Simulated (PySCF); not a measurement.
# AuF2 (Au(F)2-): the cost of one run

Method: several levels, as the steps say, no spin–orbit coupling; program: PySCF 2.14.0.

2 further runs of the same task are left out: 2 for a known fault of the program. Runs told in other sessions of the task aren't counted.

## 1. Starting geometry

3 atoms, charge -1, spin multiplicity 1.

Bond lengths: Au1–F2 1.970 Å, Au1–F3 1.970 Å. Angles: F2–Au1–F3 180.0°.

As a file:

```xyz
3
AuF2
Au    0.00000    0.00000    0.00000
F     0.00000    0.00000    1.96971
F     0.00000    0.00000   -1.96971
```

Formal oxidation states: Au +1. An earlier session relaxed this geometry at TPSS, Au def2-SVP with ECP60, F def2-SVP (singlet, point group D∞h).

At TPSS on the finer grid: E = -335.323921 Eh, HOMO 0.08 eV, LUMO 4.45 eV, Mulliken charge on Au1 -0.04 e, largest force component 0.047 eV/Å. The highest filled level lies above zero; it isn't the detachment energy.

Levels to run: CAM-B3LYP; revPBE; r2SCAN; PBE0; TPSS, TZVP; TPSS, x2c-SVP. Hardware: 2 threads of Arm Neoverse V1, shared host.

## 2. CAM-B3LYP

The input, run.py (the lines that set the calculation):

```python
mol = gto.M(atom='''
Au     0.00000     0.00000     0.00000
F      0.00000     0.00000     1.96971
F      0.00000     0.00000    -1.96971''',
    basis={'Au': 'def2-SVP', 'F': 'def2-SVP'},
    ecp={'Au': 'def2-SVP'},
    charge=-1, spin=0)
mf = dft.RKS(mol, xc='CAMB3LYP')
mf.grids.atom_grid = (75, 302)
mf = mf.density_fit()  # fitting sets: Au def2-universal-JKFIT, F def2-universal-JKFIT
mf.conv_tol = 1e-08; mf.max_cycle = 55
mf.kernel(dm0)  # dm0: the density of the relaxed state
```

On the command line:

```console
OMP_NUM_THREADS=2 python run.py
```

**Question.** How long does this run take on 2 threads of Arm Neoverse V1, shared host?

About 1.5 s.
